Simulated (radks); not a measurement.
**Cr⁺ in [Ar] 3d5: an all-electron calculation**

One table from this session's results is given with a row withheld; the runs are named, their logs left out.

Program: radks (a radial shooting solver on a logarithmic mesh, Libxc functionals) version 1. Level of theory: scalar-relativistic Kohn-Sham, SCAN, spin-unpolarised, spherical densities, finite nucleus. These are calculated values, not measurements, unless marked.

**The atom as given**

| Property | Result |
| --- | --- |
| element | chromium (Z = 24) |
| charge | +1 |
| electrons | 23 |
| configuration | [Ar] 3d5 |
| nuclear rms radius | 3.6452 fm |

Outer shells as boxes (Hund's rule):

Cr⁺
```
[Ar] core
3d [↑ ][↑ ][↑ ][↑ ][↑ ]
```

Set-up of the first run:

The run's settings:

```text
Z 24
configuration [Ar] 3d5
relativity scalar-relativistic
functional scan,scan
spin unpolarised
nucleus finite rms 3.6452 fm
c 137.035999084
```

One table of the session follows, with a row left open; its other results are not shown here.

It belongs to the step «Orbitals and density». Radial moments (bohr):

| level | <r> | outermost maximum (interpolated) | 90 % within | nodes |
| --- | --- | --- | --- | --- |
| 1s | 0.06357 | 0.0416 | 0.114 | 0 |
| 2s | 0.2923 | 0.243 | 0.453 | 1 |
| 2p | 0.2596 | 0.198 | 0.426 | 0 |
| 3s | ? | ? | ? | ? |
| 3p | 0.9677 | 0.800 | 1.50 | 1 |
| 3d | 1.414 | 0.846 | 2.54 | 0 |

**Question.** Estimate the row for 3s.

The run gave: <r>: 0.9030; outermost maximum (interpolated): 0.778; 90 % within: 1.35; nodes: 2. In the column «<r>» it lies between 2s (0.2923) and 3p (0.9677).

Limits of these values: Spin polarisation and multiplet splitting are left out.
